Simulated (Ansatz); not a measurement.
Al2FH3OS, SMILES [OH][Al]([SH])[AlH][F], a rigid torsion scan

Computed with Ansatz 0.2.0 through its Python package.

The cells in order, each with its output:

In [1]:
```python
import ansatz as az
from ase import Atoms

atoms = Atoms(["O", "Al", "S", "Al", "F", "H", "H", "H"], positions=[
    [-2.0608, -0.9428, 0.2447],
    [-0.5257, -0.0097, 0.4581],
    [-0.5021, 1.9414, 1.6048],
    [1.6431, -0.9114, -0.5295],
    [3.1266, -0.0479, -0.3283],
    [-2.4827, -0.5112, -0.6073],
    [-0.6765, 2.6971, 0.4584],
    [1.5703, -2.2725, -1.3567],
])
```

In [2]:
```python
# start the scan from a relaxed geometry
first = (
    az.Crystal.molecule_from_ase(atoms).calculation()
    .basis(gaussian="cc-pVDZ")
    .functional("PBE")
    .relax(force_tolerance=0.02, max_steps=80)
)
atoms.positions = first.run(threads=1).report["positions_ang"]
```

In [3]:
```python
start = atoms.get_dihedral(0, 1, 2, 6)
energies = {}
for turn in range(0, 360, 40):
    turned = atoms.copy()
    turned.set_dihedral(0, 1, 2, 6, start + turn, indices=[2, 6])
    base = (
        az.Crystal.molecule_from_ase(turned).calculation()
        .basis(gaussian="cc-pVDZ")
        .functional("PBE")
    )
    energies[round((start + turn) % 360)] = base.run(threads=1).report["free_energy_ev"]
floor = min(energies.values())
print("dihedral O0-Al1-S2-H6 (deg)   E - E(min) (kJ/mol)")
for angle, e in sorted(energies.items()):
    print(f"{angle:8d} {96.485332 * (e - floor):14.3f}  " + "#" * int(30 * (e - floor) / max(max(energies.values()) - floor, 1e-9)))
```
```text
dihedral O0-Al1-S2-H6 (deg)   E - E(min) (kJ/mol)
      20          7.564  ###########
      60         17.790  ##########################
     100         20.486  ##############################
     140          8.682  ############
     180          0.000
     220          8.673  ############
     260         20.481  #############################
     300         17.855  ##########################
     340          7.606  ###########
```

The scan is rigid and the energies are electronic, in a modest basis. With rigid groups the curve can differ much from the relaxed path, the start wasn't checked as a minimum of this torsion, and equivalent turns needn't return to the same energy. Wall time of the script: 120 s on 1 thread of Arm Neoverse V1, on a shared host, peak memory 0.22 GiB.
